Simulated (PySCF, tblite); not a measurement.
# B14N14H14: electronic excitations, NMR shifts

Wanted: electronic excitations, NMR shifts for B14N14H14.

Programs: tblite 0.8.0 and PySCF 2.14.0, with routines of our own; each step states its level. All values are computed. Atoms count from 0.

## 1. The system as given

42 atoms, charge 0, multiplicity 1; geometry from: force field, distance geometry or constructed start.

## 2. Relaxing the molecule with GFN2-xTB

What the job is given:

```
{"job": {"kind": "relax", "xc": "GFN2-xTB", "basis": "xTB"}, "charge": 0, "multiplicity": 1}
N      0.004900     0.720100    -0.001600
B     -1.258900     1.449500    -0.006900
N     -2.506300     0.719600     0.001000
B     -2.512200    -0.723700    -0.006200
N     -1.256700    -1.454300     0.003400
B     -0.003300    -0.728600    -0.002600
N      3.767300     2.898600    -0.003300
B      2.514900     3.624600     0.001500
N      1.258400     2.894800    -0.000400
B      1.252900     1.446100     0.001600
N      2.509400     0.720700    -0.002100
B      3.764700     1.444900    -0.000000
N     -3.770600    -1.452400     0.005000
B     -3.765000    -2.903700    -0.002700
N     -2.513700    -3.623000     0.000200
B     -1.257600    -2.902500     0.006300
N      1.256100    -1.451200     0.000900
B      2.510400    -0.731500    -0.001000
N      3.766600    -1.451300     0.002500
B      1.258500    -2.902200     0.002700
N      2.509200    -3.624300     0.001500
B      3.766300    -2.901600    -0.000200
B      0.003400     3.626500     0.006600
N     -1.259900     2.892600    -0.001500
N      0.000500    -3.625500     0.000900
B     -2.517600     3.621000     0.002500
N     -3.766500     2.899200    -0.000700
B     -3.767800     1.447500     0.001200
H      4.668500     3.417300    -0.002000
H      2.512600     4.792300     0.003400
H      4.784100     0.862500    -0.001100
H     -4.669800    -0.931800     0.000200
H     -4.781500    -3.488000    -0.001900
H     -2.509400    -4.669400     0.003700
H      4.669100    -0.931300    -0.003300
H      2.512000    -4.665900    -0.002900
H      4.779700    -3.488000    -0.004100
H      0.000900     4.794400    -0.002600
H      0.001100    -4.672000    -0.000100
H     -2.516300     4.795300     0.001200
H     -4.668000     3.414600     0.003800
H     -4.774600     0.856300     0.003700
```

On the command line:

```sh
> OMP_NUM_THREADS=2 python large_run.py task.json out
```

This one command runs all jobs of the session in turn.

Output:

```text
step      E/eV     max force
  0   -1809.37465    1.549
  1   -1809.66182    1.096
  2   -1809.85096    0.552
  3   -1809.93750    0.563
  4   -1810.01142    0.391
  5   -1810.04375    0.283
  6   -1810.06333    0.198
  7   -1810.07102    0.163
  8   -1810.07633    0.138
  9   -1810.08073    0.135
 10   -1810.08416    0.127
 11   -1810.08600    0.071
 12   -1810.08720    0.060
 13   -1810.08847    0.063
 14   -1810.08972    0.086
 15   -1810.09052    0.067
 16   -1810.09095    0.042
 17   -1810.09129    0.038
 18   -1810.09164    0.030
 19   -1810.09191    0.030
 20   -1810.09205    0.020
```

It took 0.56 s on 2 threads of Arm Neoverse V1, shared host; peak memory 0.16 GiB.

Step by step:

```
step  energy from step 0 (eV)  largest force (eV/Å)
   0                   0.0000                1.5489
   1                  -0.2872                1.0961
   2                  -0.4763                0.5511
   3                  -0.5629                0.5638
   4                  -0.6368                0.3910
   5                  -0.6691                0.2822
   6                  -0.6887                0.1973
   7                  -0.6964                0.1626
   8                  -0.7017                0.1383
   9                  -0.7061                0.1352
  10                  -0.7095                0.1272
  11                  -0.7114                0.0711
  12                  -0.7125                0.0601
  13                  -0.7138                0.0633
  14                  -0.7151                0.0861
  15                  -0.7159                0.0671
  16                  -0.7163                0.0420
  17                  -0.7166                0.0382
  18                  -0.7170                0.0308
  19                  -0.7173                0.0301
  20                  -0.7174                0.0200
```

Close pairs (by a distance rule), those that changed most:

```csv
bond,before (Å),after (Å),change (Å)
N12–B13,1.451,1.412,-0.039
N14–H33,1.046,1.008,-0.038
N18–B21,1.450,1.412,-0.038
N20–B21,1.450,1.412,-0.038
N6–B11,1.454,1.416,-0.038
N24–H38,1.047,1.009,-0.038
N6–B7,1.448,1.411,-0.037
N26–B27,1.452,1.416,-0.036
```

The final coordinates are the input of the step that follows.

## 3. Electronic excitations: TDA PBE0/6-31G*

What the job is given:

```
{"job": {"kind": "uv", "basis": "6-31G*", "grid": 1, "kgrid": 0, "vcut": 1.5, "nstates": 6, "ntriplets": 2, "tda": true, "delta": ["ip_vertical"], "pop": true, "xc": "PBE0"}, "charge": 0, "multiplicity": 1}
N     -0.000142     0.719638    -0.000351
B     -1.251736     1.431301    -0.000421
N     -2.511229     0.719572     0.000498
B     -2.492930    -0.735148    -0.000116
N     -1.243857    -1.440171     0.000672
B     -0.000015    -0.721058     0.000012
N      3.680515     2.877529    -0.000996
B      2.472581     3.606930     0.000659
N      1.242405     2.879457    -0.000285
B      1.251349     1.431483    -0.000255
N      2.510947     0.719841    -0.000580
B      3.727985     1.462609    -0.001127
N     -3.691595    -1.507358    -0.000100
B     -3.728288    -2.919097     0.000137
N     -2.483972    -3.586586     0.001286
B     -1.243251    -2.879553     0.001184
N      1.243914    -1.440048     0.000227
B      2.492926    -0.734910    -0.000361
N      3.691636    -1.507076    -0.000901
B      1.243405    -2.879436     0.000559
N      2.484128    -3.586408    -0.000433
B      3.728341    -2.918813    -0.001425
B     -0.000388     3.579361     0.000075
N     -1.243002     2.879211    -0.000378
N      0.000110    -3.569934     0.001351
B     -2.473141     3.606587     0.000800
N     -3.680968     2.877126     0.001483
B     -3.728357     1.462223     0.001276
H      4.551605     3.385710    -0.001224
H      2.485895     4.779226     0.002252
H      4.787223     0.951882    -0.001744
H     -4.563871    -1.006012    -0.000751
H     -4.744761    -3.508088    -0.000560
H     -2.460240    -4.594484     0.002065
H      4.563952    -1.005825    -0.001325
H      2.460455    -4.594303    -0.000442
H      4.744805    -3.507673    -0.002645
H     -0.000503     4.751562     0.000316
H      0.000163    -4.578894     0.001864
H     -2.486503     4.778767     0.001187
H     -4.552122     3.385147     0.002476
H     -4.787641     0.951436     0.002658
```

Method: TDA PBE0/6-31G*, vertical, gas phase, core orbitals frozen in the response, virtual orbitals cut by energy.

Output:

```text
start: PBE on a coarse grid of 36396 points
cycle   1  E = -1122.6183650602  dE =  4.802e+00  |g| = 1.366e+00  |ddm| = 7.483e+00
cycle   2  E = -1121.9191834901  dE =  6.992e-01  |g| = 2.213e+00  |ddm| = 3.110e+00
cycle   3  E = -1123.0427637040  dE = -1.124e+00  |g| = 1.982e-01  |ddm| = 2.033e+00
cycle   4  E = -1123.0523499162  dE = -9.586e-03  |g| = 7.381e-02  |ddm| = 2.370e-01
cycle   5  E = -1123.0535304323  dE = -1.181e-03  |g| = 2.674e-02  |ddm| = 7.476e-02
cycle   6  E = -1123.0536846895  dE = -1.543e-04  |g| = 9.552e-03  |ddm| = 3.044e-02
final grid: 160910 points
cycle   7  E = -1122.9592020342  dE = -1.751e-02  |g| = 3.557e-02  |ddm| = 5.971e-01
cycle   8  E = -1122.9594152981  dE = -2.133e-04  |g| = 2.595e-02  |ddm| = 6.507e-02
cycle   9  E = -1122.9595507414  dE = -1.354e-04  |g| = 1.052e-02  |ddm| = 2.594e-02
cycle  10  E = -1122.9595716739  dE = -2.093e-05  |g| = 2.353e-03  |ddm| = 9.206e-03
cycle  11  E = -1122.9595775066  dE = -5.833e-06  |g| = 5.583e-04  |ddm| = 2.617e-03
cycle  12  E = -1122.9595743855  dE =  3.121e-06  |g| = 2.520e-04  |ddm| = 6.403e-04
cycle  13  E = -1122.9595734074  dE =  9.781e-07  |g| = 3.187e-05  |ddm| = 2.261e-04
converged SCF energy = -1122.9595734074
Vertical ionisation energy (delta-SCF) = 7.9827 eV   <S^2> = 0.763

Static polarisability (au): isotropic 229.633, principal 102.780 286.250 299.868

Singlet excitations
state   eV       nm        f      main configurations
  1   5.8023    213.7   0.09557   H->L 0.93
  2   6.2049    199.8   0.00088   H-1->L 0.39, H->L+1 0.38
  3   6.3288    195.9   0.00466   H->L+2 0.71
  4   6.4617    191.9   0.13072   H->L+1 0.44, H-1->L 0.38, H->L+2 0.08
  5   6.5081    190.5   0.00212   H->L+3 0.47, H-2->L 0.34
  6   6.5466    189.4   0.06291   H-4->L 0.49, H-3->L 0.16, H-1->L 0.09

Triplet excitations (Tamm-Dancoff, eV): 5.6303 5.8593
```

Run time: 1.9 min. Hardware: 2 threads of Arm Neoverse V1, shared host; peak memory 1.6 GiB.

Frontier orbitals and where they lie:

```
orbital     eV                         atoms
 HOMO−4  -7.86   N8 22 %, N23 22 %, N26 15 %
 HOMO−3  -7.62  N18 20 %, N12 20 %, N16 18 %
 HOMO−2  -7.58      N0 20 %, N6 9 %, N26 9 %
 HOMO−1  -7.24  N14 14 %, N20 14 %, N10 10 %
   HOMO  -6.66  N24 23 %, N12 13 %, N18 13 %
   LUMO  -0.13  B22 21 %, B27 16 %, B11 16 %
 LUMO+1   0.43   B27 18 %, B11 18 %, B7 16 %
 LUMO+2   0.68     B9 19 %, B1 19 %, B13 8 %
 LUMO+3   0.80   B5 15 %, B21 14 %, B13 14 %
```

With each of the 6 states as a Gaussian band of 0.4 eV half-width at 1/e, the curve within the window shown has maxima at 192 nm (ε 8,300) L/(mol cm). Beyond the last state computed it falls off for lack of states. The curve at chosen wavelengths:

```json
{"nm": "181", "ε (L/mol/cm)": "3632"}
{"nm": "183", "ε (L/mol/cm)": "4884"}
{"nm": "186", "ε (L/mol/cm)": "6669"}
{"nm": "188", "ε (L/mol/cm)": "7574"}
{"nm": "190", "ε (L/mol/cm)": "8115"}
{"nm": "192", "ε (L/mol/cm)": "8257"}
{"nm": "195", "ε (L/mol/cm)": "7823"}
{"nm": "197", "ε (L/mol/cm)": "7258"}
{"nm": "199", "ε (L/mol/cm)": "6621"}
{"nm": "202", "ε (L/mol/cm)": "5758"}
{"nm": "204", "ε (L/mol/cm)": "5329"}
{"nm": "206", "ε (L/mol/cm)": "5027"}
{"nm": "208", "ε (L/mol/cm)": "4820"}
{"nm": "211", "ε (L/mol/cm)": "4585"}
{"nm": "213", "ε (L/mol/cm)": "4410"}
{"nm": "215", "ε (L/mol/cm)": "4183"}
{"nm": "217", "ε (L/mol/cm)": "3890"}
{"nm": "220", "ε (L/mol/cm)": "3339"}
{"nm": "222", "ε (L/mol/cm)": "2922"}
{"nm": "224", "ε (L/mol/cm)": "2492"}
{"nm": "227", "ε (L/mol/cm)": "1873"}
{"nm": "229", "ε (L/mol/cm)": "1502"}
{"nm": "231", "ε (L/mol/cm)": "1177"}
{"nm": "233", "ε (L/mol/cm)": "902"}
{"nm": "236", "ε (L/mol/cm)": "582"}
{"nm": "238", "ε (L/mol/cm)": "424"}
```

Ground-state properties from the same run:

```csv
property,computed
dipole moment (D),1.89
polarisability (Å³),34.03
HOMO–LUMO gap (eV),6.53
−ε(HOMO) (eV),6.66
```

## 4. NMR shifts: GIAO KT3/pcSseg-1

Settings changed since step 3:

```diff
@@ -1,2 +1,2 @@
-{"job": {"kind": "uv", "basis": "6-31G*", "grid": 1, "kgrid": 0, "vcut": 1.5, "nstates": 6, "ntriplets": 2, "tda": true, "delta": ["ip_vertical"], "pop": true, "xc": "PBE0"}, "charge": 0, "multiplicity": 1}
+{"job": {"kind": "nmr", "xc": "KT3", "basis": "pcSseg-1", "pop": false}, "charge": 0, "multiplicity": 1}
 N     -0.000142     0.719638    -0.000351
```

Method: GIAO KT3/pcSseg-1 NMR shielding, non-relativistic, gas phase.

Output:

```text
start: PBE on a coarse grid of 36396 points
cycle   1  E = -1122.1766551442  dE =  4.690e+00  |g| = 1.367e+00  |ddm| = 6.670e+00
cycle   2  E = -1121.4491467721  dE =  7.275e-01  |g| = 2.267e+00  |ddm| = 2.908e+00
cycle   3  E = -1122.5868577817  dE = -1.138e+00  |g| = 1.971e-01  |ddm| = 1.934e+00
cycle   4  E = -1122.5960900835  dE = -9.232e-03  |g| = 7.423e-02  |ddm| = 2.204e-01
cycle   5  E = -1122.5972483729  dE = -1.158e-03  |g| = 2.564e-02  |ddm| = 6.697e-02
cycle   6  E = -1122.5973771761  dE = -1.288e-04  |g| = 1.050e-02  |ddm| = 2.660e-02
cycle   7  E = -1122.5973963405  dE = -1.916e-05  |g| = 2.315e-03  |ddm| = 8.252e-03
final grid: 340700 points
cycle   8  E = -1142.1389526153  dE = -5.642e-02  |g| = 1.565e-01  |ddm| = 6.030e-01
cycle   9  E = -1142.1303447105  dE =  8.608e-03  |g| = 2.543e-01  |ddm| = 2.724e-01
cycle  10  E = -1142.1442176005  dE = -1.387e-02  |g| = 1.281e-02  |ddm| = 1.669e-01
cycle  11  E = -1142.1442538429  dE = -3.624e-05  |g| = 5.202e-03  |ddm| = 1.725e-02
cycle  12  E = -1142.1442596521  dE = -5.809e-06  |g| = 1.745e-03  |ddm| = 4.398e-03
cycle  13  E = -1142.1442603719  dE = -7.198e-07  |g| = 4.974e-04  |ddm| = 2.040e-03
cycle  14  E = -1142.1442600650  dE =  3.069e-07  |g| = 1.623e-04  |ddm| = 5.560e-04
cycle  15  E = -1142.1442609788  dE = -9.138e-07  |g| = 4.953e-05  |ddm| = 1.728e-04
converged SCF energy = -1142.1442609788

GIAO shielding tensors (ppm)
atom      isotropic    diamagn.    paramagn.     s11        s22        s33       span
  0 N      137.130     359.264    -222.134     74.924     76.353    260.113    185.189
  1 B       78.838     200.476    -121.638     66.310     70.400     99.803     33.494
  2 N      126.107     344.455    -218.348     36.186     79.759    262.375    226.189
  3 B       78.465     200.756    -122.291     63.766     72.913     98.714     34.948
  4 N      138.814     347.611    -208.797     73.409     81.678    261.356    187.947
  5 B       77.899     201.383    -123.484     67.387     69.759     96.551     29.163
  6 N      119.702     322.541    -202.838    -19.164    156.028    222.244    241.408
  7 B       71.814     198.156    -126.342     51.097     60.023    104.322     53.225
  8 N      103.375     340.659    -237.285     11.110     33.434    265.581    254.471
  9 B       78.835     200.476    -121.641     66.307     70.397     99.800     33.493
 10 N      126.103     344.457    -218.354     36.170     79.768    262.370    226.199
 11 B       75.770     198.897    -123.127     50.443     66.959    109.908     59.465
 12 N      146.591     328.810    -182.219     45.420    165.869    228.485    183.065
 13 B       76.881     197.830    -120.948     52.917     67.189    110.537     57.620
 14 N      145.746     324.606    -178.860     50.817    177.264    209.158    158.340
 15 B       80.318     201.058    -120.740     64.613     73.936    102.405     37.793
 16 N      138.813     347.612    -208.799     73.404     81.680    261.355    187.951
 17 B       78.464     200.752    -122.289     63.769     72.911     98.712     34.943
 18 N      146.598     328.808    -182.209     45.431    165.876    228.488    183.056
 19 B       80.318     201.057    -120.739     64.613     73.936    102.406     37.793
 20 N      145.748     324.609    -178.862     50.815    177.269    209.159    158.344
 21 B       76.882     197.826    -120.944     52.916     67.189    110.541     57.625
 22 B       65.839     196.551    -130.712     50.108     53.074     94.335     44.227
 23 N      103.387     340.660    -237.273     11.114     33.447    265.599    254.485
 24 N      163.332     327.131    -163.799    104.449    189.681    195.866     91.418
 25 B       71.817     198.158    -126.341     51.101     60.025    104.327     53.226
 26 N      119.708     322.540    -202.832    -19.158    156.027    222.255    241.413
 27 B       75.770     198.900    -123.130     50.442     66.963    109.906     59.465
 28 H       25.575      23.963       1.612     21.097     25.622     30.005      8.908
 29 H       26.801      28.239      -1.438     23.172     28.244     28.986      5.814
 30 H       26.675      32.091      -5.417     21.702     27.810     30.512      8.810
 31 H       25.811      32.338      -6.527     18.089     27.682     31.661     13.572
 32 H       27.201      25.914       1.287     23.774     27.630     30.199      6.425
 33 H       27.236      28.172      -0.936     21.685     27.970     32.052     10.367
 34 H       25.812      32.336      -6.524     18.091     27.682     31.662     13.571
 35 H       27.236      28.173      -0.937     21.686     27.970     32.052     10.366
 36 H       27.202      25.915       1.287     23.775     27.631     30.199      6.424
 37 H       26.472      30.553      -4.081     22.415     28.257     28.744      6.329
 38 H       28.204      31.833      -3.629     21.529     29.513     33.571     12.042
 39 H       26.802      28.242      -1.440     23.173     28.246     28.987      5.814
 40 H       25.575      23.964       1.612     21.097     25.623     30.006      8.909
 41 H       26.674      32.091      -5.417     21.701     27.809     30.511      8.810
```

It took 41 s on 2 threads of Arm Neoverse V1, shared host; peak memory 1.2 GiB.

The references, computed at this level on geometries of the same kind, shield at (ppm): $^{1}$H TMS 31.76, $^{15}$N NH3 264.4, $^{11}$B BF3·OEt2 100.0. Their shielding less the atom's gives the shift. The references are single molecules in the gas phase, so shifts against H2O, NH3, PH3, H3PO4 or CFCl3 are not on the usual liquid scales and can be off by tens of ppm. Atoms listed in one row are averaged.

```
   atoms                           environment  σ (ppm)  δ (ppm)
H28, H40  hydrogen on a nitrogen bonded to 2 B    25.57     6.19
H31, H34  hydrogen on a nitrogen bonded to 2 B    25.81     5.95
     H37     hydrogen on a boron bonded to 2 N    26.47     5.29
H30, H41     hydrogen on a boron bonded to 2 N    26.67     5.09
H29, H39     hydrogen on a boron bonded to 2 N    26.80     4.96
H32, H36     hydrogen on a boron bonded to 2 N    27.20     4.56
H33, H35  hydrogen on a nitrogen bonded to 2 B    27.24     4.52
     H38  hydrogen on a nitrogen bonded to 2 B    28.20     3.56
 N8, N23                nitrogen bonded to 3 B    103.4    161.0
 N6, N26             nitrogen bonded to 2 B, H    119.7    144.7
 N2, N10                nitrogen bonded to 3 B    126.1    138.3
      N0                nitrogen bonded to 3 B    137.1    127.3
 N4, N16                nitrogen bonded to 3 B    138.8    125.6
N14, N20             nitrogen bonded to 2 B, H    145.7    118.6
N12, N18             nitrogen bonded to 2 B, H    146.6    117.8
     N24             nitrogen bonded to 2 B, H    163.3    101.1
     B22                boron bonded to 2 N, H     65.8     34.1
 B7, B25                boron bonded to 2 N, H     71.8     28.2
B11, B27                boron bonded to 2 N, H     75.8     24.2
B13, B21                boron bonded to 2 N, H     76.9     23.1
      B5                   boron bonded to 3 N     77.9     22.1
 B3, B17                   boron bonded to 3 N     78.5     21.5
  B1, B9                   boron bonded to 3 N     78.8     21.1
B15, B19                   boron bonded to 3 N     80.3     19.7
```

Ring of atoms N0, B1, N2, B3, N4, B5: NICS(0) -0.6, NICS(1) -1.2, NICS(1)zz 3.9 ppm (means of both faces).

Ring of atoms N0, B1, N8, B9, B22, N23: NICS(0) -0.5, NICS(1) -1.8, NICS(1)zz 1.9 ppm (means of both faces).

Ring of atoms B1, N2, N23, B25, N26, B27: NICS(0) -1.1, NICS(1) -2.3, NICS(1)zz -0.5 ppm (means of both faces).

## 5. Results

| quantity | value |
| --- | --- |
| lowest singlet (PBE0/6-31G*) | 5.80 eV (214 nm), f = 0.096 |
| brightest single state of those computed | state 4, 6.46 eV, f = 0.131 |
| lowest triplet | 5.63 eV |
| vertical ionisation energy (ΔSCF) | 7.98 eV |
| $^{1}$H shifts against TMS (KT3/pcSseg-1, means over atoms taken as alike) | 6.19, 5.95, 5.29, 5.09, 4.96, 4.56, 4.52, 3.56 ppm |
| $^{15}$N shifts against NH3 (KT3/pcSseg-1, means over atoms taken as alike) | 161.0, 144.7, 138.3, 127.3, 125.6, 118.6, 117.8, 101.1 ppm |
| $^{11}$B shifts against BF3·OEt2 (KT3/pcSseg-1, means over atoms taken as alike) | 34.1, 28.2, 24.2, 23.1, 22.1, 21.5, 21.1, 19.7 ppm |

What this shows: The first singlet state (HOMO→LUMO 0.93) lies at 5.80 eV and is bright; of the 6 states computed, the strongest absorption comes from state 4 at 6.46 eV (the last state computed is bright too, and its partners may lie past the list). The lowest triplet lies 0.17 eV below the lowest singlet. The orbital energy would give 6.66 eV for ionisation, ΔSCF gives 7.98 eV.
